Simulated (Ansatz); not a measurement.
**CH₄O₂SW: small, medium and large basis sets**

The task here is to estimate one member of a computed series from the others.

Method: one geometry, several basis sets; program: Ansatz 0.2.0, Gaussian basis.

The runs, in order: PBE0-D4/def2-SVP; ωB97M-V/def2-SVP; PBE0-D4/def2-QZVPP; ωB97M-V/def2-QZVPP; the functionals' def2-TZVPP values are taken from earlier runs.

## The geometry

All runs share one geometry, relaxed beforehand with PBE0-D4 in a triple-zeta def2 set. W takes the def2 core potential; no spin-orbit term is included.

SMILES `[CH3][W](=[O])([OH])=[S]`, 9 atoms, charge 0, spin multiplicity 1.

Atoms are counted from 1 here; the program's logs count them from 0.

Bond lengths: C1–W2 2.102 Å, C1–H6 1.093 Å, C1–H7 1.092 Å, C1–H8 1.095 Å, W2–O3 1.697 Å, W2–O4 1.872 Å, W2–S5 2.133 Å, O4–H9 0.961 Å. Angles: W2–C1–H6 110.4°, W2–C1–H7 110.7°, W2–C1–H8 108.5°, H6–C1–H7 108.9°, H6–C1–H8 109.7°, H7–C1–H8 108.7°, C1–W2–O3 104.2°, C1–W2–O4 108.6°, C1–W2–S5 105.5°, O3–W2–O4 112.1°, O3–W2–S5 111.1°, O4–W2–S5 114.6°, W2–O4–H9 126.1°.

Geometry (Å):

```xyz
9
CH4O2SW
C    -0.3788   -0.6042   -1.1529
W     0.5788    0.2379    0.5185
O     1.9030   -0.7854    0.7993
O    -0.6226    0.2452    1.9543
S     1.2222    2.1717   -0.1095
H    -1.2309    0.0110   -1.4528
H     0.3125   -0.6846   -1.9943
H    -0.7237   -1.6086   -0.8853
H    -1.0604    1.0169    2.3226
```

Set-up of the first run:

in.yaml

```yaml
crystal:
  periodic: [false, false, false]
  atoms:
    - {symbol: C, position_ang: [-0.378842, -0.604179, -1.152862]}
    - {symbol: W, position_ang: [0.578812, 0.237914, 0.518500]}
    - {symbol: O, position_ang: [1.902967, -0.785407, 0.799286]}
    - {symbol: O, position_ang: [-0.622565, 0.245213, 1.954328]}
    - {symbol: S, position_ang: [1.222239, 2.171749, -0.109451]}
    - {symbol: H, position_ang: [-1.230904, 0.010968, -1.452783]}
    - {symbol: H, position_ang: [0.312467, -0.684585, -1.994298]}
    - {symbol: H, position_ang: [-0.723746, -1.608570, -0.885325]}
    - {symbol: H, position_ang: [-1.060438, 1.016896, 2.322604]}
basis:
  gaussian: {orbitals: def2-SVP}
hamiltonian: {xc: pbe0, dispersion: d4}
output: {orbitals: {seedname: orbitals}}
```

Started as:

```
$ ansatz run in.yaml --threads 4 --pin off --events-out ev --progress --plain --max-ram 10444MiB
```

Among the steps run: PBE0-D4 in def2-SVP; ωB97M-V in def2-SVP; PBE0-D4 in def2-QZVPP; ωB97M-V in def2-QZVPP.

One of the session's tables, all rows but one given; the rest of the session is left out.

It belongs to the step «Density functionals: the series». 

| functional | basis | HOMO (eV) | LUMO (eV) |
| --- | --- | --- | --- |
| PBE0-D4 | def2-SVP | -7.65 | -2.37 |
| PBE0-D4 | def2-TZVPP | -7.64 | -2.39 |
| PBE0-D4 | def2-QZVPP | -7.66 | -2.43 |
| ωB97M-V | def2-SVP | ? | ? |
| ωB97M-V | def2-TZVPP | -9.76 | -0.33 |
| ωB97M-V | def2-QZVPP | -9.79 | -0.38 |

Estimate the missing values for ωB97M-V, def2-SVP.

The run gave: HOMO (eV): -9.74; LUMO (eV): -0.27. In the column «HOMO (eV)» it lies between ωB97M-V, def2-TZVPP (-9.76) and PBE0-D4, def2-QZVPP (-7.66).
